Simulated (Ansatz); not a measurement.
Relaxation of a periodic cell of 17 atoms, W₈C₈N (host WC, host structure P-6m2, interstitial N), to a largest force component of 0.03 eV/Å in at most 60 steps.

These are results of DFT PBE, scalar-relativistic, plane waves, PAW (Ansatz 0.2.0), not measurements. Settings: cutoff 420 eV, k mesh 3x4x3, gaussian smearing 0.1 eV, no spin polarisation.

```xyz
17
Lattice="-2.8347 -4.9099 0.0000 4.2521 -2.4549 0.0000 0.0000 0.0000 5.5724" Properties=species:S:1:pos:R:3
W 0.000 -4.910 0.000
C 1.417 -4.092 1.393
W 0.000 -4.910 2.786
C 1.417 -4.092 4.179
W -1.417 -2.455 0.000
C 0.000 -1.637 1.393
W -1.417 -2.455 2.786
C 0.000 -1.637 4.179
W 1.417 -2.455 0.000
C 2.835 -1.637 1.393
W 1.417 -2.455 2.786
C 2.835 -1.637 4.179
W 0.000 0.000 0.000
C -1.417 -4.092 1.393
W 0.000 0.000 2.786
C -1.417 -4.092 4.179
N 1.455 -5.756 2.101
```

Problem. Where does it end, and by what steps?

Solution. It converged. The force dipped under the threshold on the way, but the program's further checks kept it going. Limits of this set-up: coarse k mesh, odd electron count without spin. After 6 steps the energy has fallen by 3.428 eV; N17 moved furthest, 0.65 Å. The start is strongly strained (largest force component 9 eV/Å), so its close contacts needn't be bonds. Parted: W5–N17 (2.65 → 3.24 Å), W13–N17 (2.65 → 3.24 Å).

```tsv
step	energy less start (eV)	largest force component (eV/Å)	accepted
0	0.0000	9.188	yes
1	-2.1965	3.063	yes
2	-2.6180	3.068	yes
3	-3.1696	1.700	yes
4	-3.4112	0.413	yes
5	-3.4278	0.026	yes
6	-3.4278	0.026	yes
```

```xyz
17
Lattice="-2.8347 -4.9099 0.0000 4.2521 -2.4549 0.0000 0.0000 0.0000 5.5724" Properties=species:S:1:pos:R:3
W 0.021 -4.922 -0.040
C 1.426 -4.046 1.314
W -0.160 -4.818 2.746
C 1.427 -4.046 4.177
W -1.419 -2.454 -0.040
C 0.040 -1.660 1.316
W -1.286 -2.393 2.746
C 0.040 -1.661 4.175
W 1.411 -2.451 -0.040
C 2.800 -1.667 1.314
W 1.455 -2.477 2.746
C 2.800 -1.668 4.177
W -0.002 0.000 -0.040
C -1.413 -4.095 1.283
W 0.012 -0.146 2.746
C -1.413 -4.094 4.209
N 1.384 -5.710 2.746
```

Whether the end is a true minimum wasn't checked by a vibrational analysis.

Run time: 18 s on 4 threads of Intel(R) Xeon(R) 6975P-C (Granite Rapids), with other jobs on the host, peak memory 0.74 GiB.
